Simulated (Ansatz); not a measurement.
**C3H7NSe: a ladder of functionals and wavefunction methods**

Aim: compute C3H7NSe with functionals from several rungs and with coupled cluster. The yardstick is the atomisation energy at the CCSD(T) limit.

Method: functionals in def2-TZVPP, the program's frozen cores in correlated methods; program: Ansatz 0.2.0, Gaussian basis.

Plan: PBE-D4, r2SCAN-D4, PBE0-D4, B3LYP-D4, ωB97X-V, ωB97M-V, B2PLYP; CCSD(T)/def2-TZVPP; MP2/def2-QZVPP; extrapolation to the limit.

## Step 1: Structure used throughout

The geometry comes from an earlier relaxation with PBE0-D4 in a triple-zeta def2 set; it is a stationary point, not always the lowest conformer.

SMILES `CC(=N)C[SeH]`, 12 atoms, charge 0, spin multiplicity 1.

Atoms are counted from 1 here; the program's logs count them from 0.

Bond lengths: C1–C2 1.499 Å, C1–H6 1.093 Å, C1–H7 1.090 Å, C1–H8 1.094 Å, C2–N3 1.268 Å, C2–C4 1.498 Å, N3–H9 1.020 Å, C4–Se5 1.965 Å, C4–H10 1.090 Å, C4–H11 1.088 Å, Se5–H12 1.469 Å. Angles: C2–C1–H6 110.3°, C2–C1–H7 111.3°, C2–C1–H8 110.5°, H6–C1–H7 108.8°, H6–C1–H8 107.2°, H7–C1–H8 108.8°, C1–C2–N3 125.8°, C1–C2–C4 116.9°, N3–C2–C4 117.3°, C2–N3–H9 110.8°, C2–C4–Se5 112.9°, C2–C4–H10 112.2°, C2–C4–H11 109.3°, Se5–C4–H10 107.2°, Se5–C4–H11 105.6°, H10–C4–H11 109.4°, C4–Se5–H12 95.8°.

## Step 2: PBE-D4 (GGA)

The input, in.yaml:

```yaml
crystal:
  periodic: [false, false, false]
  atoms:
    - {symbol: C, position_ang: [-1.246696, 0.406364, 0.126982]}
    - {symbol: C, position_ang: [0.232708, 0.559306, 0.311281]}
    - {symbol: N, position_ang: [0.801412, 1.368803, 1.104132]}
    - {symbol: C, position_ang: [1.114141, -0.319216, -0.522045]}
    - {symbol: Se, position_ang: [1.028569, -2.209607, 0.005988]}
    - {symbol: H, position_ang: [-1.556552, -0.610809, 0.380363]}
    - {symbol: H, position_ang: [-1.798456, 1.107420, 0.753683]}
    - {symbol: H, position_ang: [-1.521639, 0.576564, -0.918516]}
    - {symbol: H, position_ang: [0.111165, 1.915280, 1.619633]}
    - {symbol: H, position_ang: [0.863090, -0.269451, -1.581737]}
    - {symbol: H, position_ang: [2.151883, -0.023610, -0.381678]}
    - {symbol: H, position_ang: [-0.102726, -2.556242, -0.864186]}
basis:
  gaussian: {orbitals: def2-TZVPP}
hamiltonian: {xc: pbe, dispersion: d4}
output: {forces: true, orbitals: {seedname: orbitals}}
```

The run is started by

```console
$ ansatz run in.yaml --threads 4 --pin off --events-out ev --progress --plain --max-ram 10444MiB
```

The runs that follow: r2SCAN-D4 (meta-GGA); PBE0-D4 (hybrid); B3LYP-D4 (hybrid); ωB97X-V (range-separated); ωB97M-V (range-separated); B2PLYP (double hybrid); CCSD(T) in def2-TZVPP; MP2 in def2-QZVPP.

Q: Predict the results of all the runs planned. Wanted: atomisation energy, CCSD(T)/CBS; farthest; mean size of error, hybrid; mean size of error, range-separated; gap, smallest and largest; T1 diagnostic; triples share of the correlation energy.

The runs gave:

| quantity | value |
| --- | --- |
| atomisation energy, CCSD(T)/CBS | 46.785 eV |
| functionals within 0.468 eV (1.0 %) | r2SCAN-D4, PBE0-D4, B3LYP-D4, ωB97X-V, ωB97M-V |
| farthest | PBE-D4 (+1.314 eV) |
| mean size of error, hybrid | 0.227 eV |
| mean size of error, range-separated | 0.088 eV |
| gap, smallest and largest | 3.96 eV (PBE-D4), 10.72 eV (ωB97X-V) |
| T1 diagnostic | 0.0105 |
| triples share of the correlation energy | 4.1 % |

What this shows: PBE-D4 is off by +1.314 eV. Double hybrids carry the basis error of their MP2 part in triple zeta, and no dispersion term here, so their miss is partly the set-up's. The reference freezes the cores and leaves out relativity and excitations past (T), and its outer-core shells are covered unevenly, so misses under about 0.468 eV can't be ranked. All levels share the lack of spin-orbit coupling, which lowers the free heavy atoms and so the true binding. Hartree-Fock recovers 71 % of the binding; the rest is correlation. Orbital gaps span 4.0 to 10.7 eV; exact exchange widens them. Correlated methods include outer-core shells of Se, which these sets cover unevenly.
